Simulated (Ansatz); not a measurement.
# SZr: the cost of one run

The runs use Ansatz 0.2.0, Gaussian basis; def2-QZVPP, core rule «outside noble gas», up to 9 orbitals frozen.

To be run: UHF; ROHF; CCSD(T) on UHF.

**1. The system**

The geometry is a PBE0/def2-TZVP stationary point (not a proven minimum) of the parent state, kept for this charge and spin. No spin-orbit coupling is included. Elements past krypton take def2 core potentials.

2 atoms, charge 1, spin multiplicity 6.

Atoms are counted from 1 here; the program's logs count them from 0.

Bond lengths: Zr1–S2 2.454 Å.

As a file:

```xyz
2
SZr
Zr    0.00000    0.00000    0.00000
S     0.00000    0.00000    2.45420
```

**2. UHF**

The input, in.yaml:

```yaml
crystal:
  periodic: [false, false, false]
  atoms:
    - {symbol: Zr, position_ang: [0.000000, 0.000000, 0.000000]}
    - {symbol: S, position_ang: [0.000000, 0.000000, 2.454200]}
basis:
  gaussian: {orbitals: "def2-QZVPP.json"}
total_charge: 1
magnetization: {spin_polarized: true, initial_magnetization: 5}
hamiltonian: {xc: hf}
output: {orbitals: {seedname: orbitals}}
```

The run is started by

```console
> ansatz run in.yaml --threads 1 --pin off --events-out ev --progress --plain --max-ram 4096MiB --backend cpu
```

**Question.** How long does this run take on 1 thread of AMD EPYC 7R13, shared host, and how much memory does it need?

About 24 s, with a peak of 0.4 GiB.
